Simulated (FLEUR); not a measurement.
# AlSn: equation of state with r2SCAN

Crystal: AlSn.

```
CELL_PARAMETERS angstrom
4.19811 0.00000 0.00000
-2.09905 3.63567 0.00000
0.00000 0.00000 3.30685
ATOMIC_POSITIONS crystal
Sn 0.33333 0.66667 0.50000
Al 0.00000 0.00000 0.00000
```

The cell comes from a database or a generator and needn't be the stable form of this composition.

```json
{
 "Program": "FLEUR MaX-R8.1 (later development tree)",
 "Task": "equation of state",
 "Functional": "r2SCAN",
 "Potentials or basis": "all-electron",
 "Basis": "FLAPW",
 "Kmax": "4.34 1/bohr",
 "k mesh": "7 × 7 × 8",
 "Occupations": "fermi-dirac, width 0.05 eV",
 "Spin": "no spin polarisation",
 "Gmax": "13.4 1/bohr",
 "Muffin-tin radii": "Sn 2.66, Al 2.26 bohr",
 "lmax": "Sn 10, Al 9",
 "lnonsphr": "Sn 10, Al 9",
 "Local orbitals a species": "Sn 5, Al 4"
}
```

| Property | Result |
| --- | --- |
| Equilibrium volume | 24.75 Å³/atom |
| Bulk modulus at fixed shape and positions | 56 GPa |

Energy against volume, from the lowest point:
| volume (Å³/atom) | energy (meV/atom) |
| --- | --- |
| 23.722 | 6.57 |
| 24.227 | 0.49 |
| 25.236 | 0.00 |
| 26.245 | 12.51 |
| 26.750 | 22.77 |

Caveat: the meta-GGA is that of a development version, with a GGA for the radial functions and cores and without core tails; the cell was scaled at fixed shape and fractional positions, which overstates the stiffness of a crystal with free parameters, most of all of layers and chains.
